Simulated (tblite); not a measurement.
# C7H13FOSi: the cost of one run

The runs use tblite 0.8.0 and PySCF 2.14.0, with density-fitted response routines of our own; the level of theory stands in each step. All values are computed, except where a source is named. Atoms are numbered from 0 throughout.

## 1. The molecule as given

23 atoms, charge 0, multiplicity 1; geometry from: force field or distance geometry start.

Bonds of the start (Å): C0–C1 1.52, C1–C2 1.52, C2–C3 1.56, C3–Si4 1.88, Si4–F5 1.59, Si4–C6 1.85, C6–C7 1.50, C6–O8 1.22, Si4–C9 1.88, C9–C2 1.58, C0–H10 1.10, C0–H11 1.08, C0–H12 1.10, C1–H13 1.11, C1–H14 1.09, C2–H15 1.10, C3–H16 1.09, C3–H17 1.11, C7–H18 1.10, C7–H19 1.09, C7–H20 1.10, C9–H21 1.10, C9–H22 1.10.

## 2. Geometry optimisation with GFN2-xTB

The job: settings as JSON, then the geometry in Å.

```
{"job": {"kind": "relax", "xc": "GFN2-xTB", "basis": "xTB"}, "charge": 0, "multiplicity": 1}
C      2.961000     0.280800    -1.466200
C      2.261800    -0.763100    -0.617400
C      0.816900    -0.392100    -0.340300
C      0.045700    -1.394100     0.579500
Si    -0.995300     0.032000     1.218100
F     -1.098500     0.050800     2.801600
C     -2.589600     0.417800     0.354300
C     -3.798200     0.698000     1.197600
O     -2.593200     0.422700    -0.866800
C      0.576400     0.852800     0.600500
H      2.431600     0.407300    -2.423500
H      3.982600    -0.012700    -1.670000
H      2.963400     1.257400    -0.952700
H      2.816500    -0.883100     0.333400
H      2.303400    -1.724400    -1.123300
H      0.291100    -0.271700    -1.301900
H     -0.491500    -2.189400     0.064000
H      0.660200    -1.856100     1.374500
H     -4.047300    -0.172500     1.817400
H     -3.632100     1.572200     1.830500
H     -4.659200     0.904200     0.541600
H      1.330700     0.976300     1.384600
H      0.459000     1.813800     0.087600
```

Command:

```bash
$ OMP_NUM_THREADS=1 python probes_run.py task.json out
```

This one command runs all jobs of the session in turn.

**Question.** How long does this first job take on 1 thread of Arm Neoverse V1, shared host?

About 1 s.
